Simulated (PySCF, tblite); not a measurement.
**C₅H₆F₃P: geometry, infrared bands and NMR shifts**

What infrared bands and NMR shifts should C₅H₆F₃P (`CC1=C(C(F)(F)F)P1C`) show?

The runs use tblite 0.8.0 and PySCF 2.14.0, with density-fitted response routines of our own; the level of theory stands in each step. All values are computed, except where a source is named. Atoms are numbered from 0 throughout.

**1. The molecule as given**

15 atoms, charge 0, multiplicity 1; geometry from: force field or distance geometry start.

Bonds of the start (Å): C0–C1 1.52, C1–C2 1.33, C2–C3 1.50, C3–F4 1.40, C3–F5 1.39, C3–F6 1.39, C2–P7 1.84, P7–C8 1.86, P7–C1 1.84, C0–H9 1.10, C0–H10 1.11, C0–H11 1.11, C8–H12 1.12, C8–H13 1.11, C8–H14 1.12.

**2. Geometry optimisation with GFN2-xTB**

Job settings and geometry (Å):

```
{"job": {"kind": "relax", "xc": "GFN2-xTB", "basis": "xTB"}, "charge": 0, "multiplicity": 1}
C      1.029000    -1.912900     0.507800
C      0.280100    -0.768800    -0.163400
C     -0.877200    -0.146400    -0.372700
C     -2.352500    -0.151900    -0.094700
F     -2.695100     1.035600     0.567300
F     -2.718400    -1.153900     0.790500
F     -3.111700    -0.183800    -1.253900
P      0.506600     0.707000    -1.231400
C      1.394600     2.065200    -0.323100
H      0.360000    -2.597400     1.048200
H      1.731900    -1.420800     1.208600
H      1.598300    -2.458700    -0.266600
H      1.516300     2.973600    -0.961000
H      2.423300     1.700400    -0.127800
H      0.910500     2.320800     0.650200
```

Launch:

```bash
$ OMP_NUM_THREADS=1 python probes_run.py task.json out
```

One launch serves the whole session: the jobs run in the order shown.

**Question.** This job is followed by: GFN2-xTB harmonic vibrations, gas phase; GIAO PBE0/pcSseg-1 NMR shielding, non-relativistic, gas phase. Predict these results of the whole session: strongest single infrared mode (GFN2-xTB); zero-point energy (GFN2-xTB); 13C shifts against TMS (PBE0/pcSseg-1); 1H shifts against TMS (PBE0/pcSseg-1, means over atoms taken as alike); 19F shifts against CFCl3 (PBE0/pcSseg-1, means over atoms taken as alike); 31P shifts against H3PO4 (PBE0/pcSseg-1).

The runs gave:

```
                                                                 quantity                                value
                                strongest single infrared mode (GFN2-xTB)                1018 cm⁻¹, 275 km/mol
                                             zero-point energy (GFN2-xTB)                        61.3 kcal/mol
                                   13C shifts against TMS (PBE0/pcSseg-1)  156.4, 134.7, 127.2, 26.0, 16.5 ppm
   1H shifts against TMS (PBE0/pcSseg-1, means over atoms taken as alike)                       2.74, 0.89 ppm
19F shifts against CFCl3 (PBE0/pcSseg-1, means over atoms taken as alike)                            -72.8 ppm
                                 31P shifts against H3PO4 (PBE0/pcSseg-1)                           -173.0 ppm
```

In words: The optimisation took 91 steps and gained 0.596 eV; among the close pairs (by a distance rule), C0–C1 changed most, from 1.523 to 1.464 Å. No mode is imaginary among the 39: a minimum at this level. The strongest single mode, at 1018 cm⁻¹, moves mainly C3. GFN2-xTB is a fitted tight-binding method: band positions and strengths are rough. Its intensities can rank the bands wrongly. H9, H10, H11 (mean) (hydrogen on an allylic methyl carbon) lies farthest downfield among hydrogen, at 2.74 ppm; allylic position. At PBE0/pcSseg-1: The largest span, 729 ppm, is at P7, where the paramagnetic term is -473 ppm.
